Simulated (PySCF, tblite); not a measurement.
# C6H12N radical: geometry, infrared bands and EPR parameters

What infrared bands and EPR parameters should C6H12N radical (`C=C[C](C)CNC`) show?

The runs use tblite 0.8.0 and PySCF 2.14.0, with density-fitted response routines of our own; the level of theory stands in each step. All values are computed, except where a source is named. Atoms count from 0, in the outputs and in this text.

### 1 The starting structure

19 atoms, charge 0, multiplicity 2; geometry from: force field or distance geometry start.

Bonds of the start (Å): C0–C1 1.33, C1–C2 1.48, C2–C3 1.47, C2–C4 1.49, C4–N5 1.45, N5–C6 1.44, C0–H7 1.09, C0–H8 1.08, C1–H9 1.08, C3–H10 1.14, C3–H11 1.13, C3–H12 1.10, C4–H13 1.10, C4–H14 1.13, N5–H15 1.03, C6–H16 1.13, C6–H17 1.10, C6–H18 1.09.

### 2 Geometry optimisation with GFN2-xTB

What the job is given:

```
{"job": {"kind": "relax", "xc": "GFN2-xTB", "basis": "xTB"}, "charge": 0, "multiplicity": 2}
C     -2.461300     1.354400    -0.349100
C     -1.635100     0.770600    -1.211900
C     -0.727200    -0.311600    -0.760300
C     -1.287400    -1.301400     0.174500
C      0.601000     0.257400    -0.415100
N      1.547900    -0.746900     0.021500
C      2.784000    -0.062200     0.310800
H     -2.455800     1.014700     0.683300
H     -3.139900     2.150400    -0.633800
H     -1.644600     1.117400    -2.234000
H     -0.459300    -1.839900     0.735100
H     -1.734100    -2.138600    -0.441000
H     -2.090100    -0.986500     0.858400
H      0.534600     1.101900     0.280000
H      1.012800     0.697400    -1.374000
H      1.725200    -1.376300    -0.777100
H      3.562900    -0.763700     0.727100
H      2.676000     0.735000     1.065500
H      3.180800     0.337200    -0.621800
```

Command:

```bash
$ OMP_NUM_THREADS=1 python probes_run.py task.json out
```

The driver reads the jobs from task.json and runs them one after another.

**Question.** This job is followed by: GFN2-xTB harmonic vibrations, gas phase; UKS B3LYP, pcH-1 on C H N, non-relativistic, mean-field spin-orbit, GIAO. Predict these results of the whole session: strongest single infrared mode (GFN2-xTB); zero-point energy (GFN2-xTB); g(iso) (B3LYP); ⟨S²⟩; largest a(iso) (averaged by class); surface potential, 1st and 99th percentile.

**Answer**, as computed:

```
                                 quantity                  value
strongest single infrared mode (GFN2-xTB)  2847 cm⁻¹, 116 km/mol
             zero-point energy (GFN2-xTB)         103.4 kcal/mol
                           g(iso) (B3LYP)                2.00260
                                     ⟨S²⟩     0.774 (exact 0.75)
       largest a(iso) (averaged by class)    13C on C2, 59.3 MHz
    surface potential, 1st and 99th percentile     -1.16 V and 1.14 V
```

The optimisation took 198 steps and gained 1.258 eV; among the close pairs (by a distance rule), C1–C2 changed most, from 1.483 to 1.387 Å. No mode is imaginary among the 51: a minimum at this level. The strongest single mode, at 2847 cm⁻¹, moves mainly H18. GFN2-xTB is a fitted tight-binding method: band positions and strengths are rough. Its intensities can rank the bands wrongly. The largest spin populations lie on C0 (0.65 e), C2 (0.65 e). The isotropic g lies 0.3 ppt above the free-electron value.
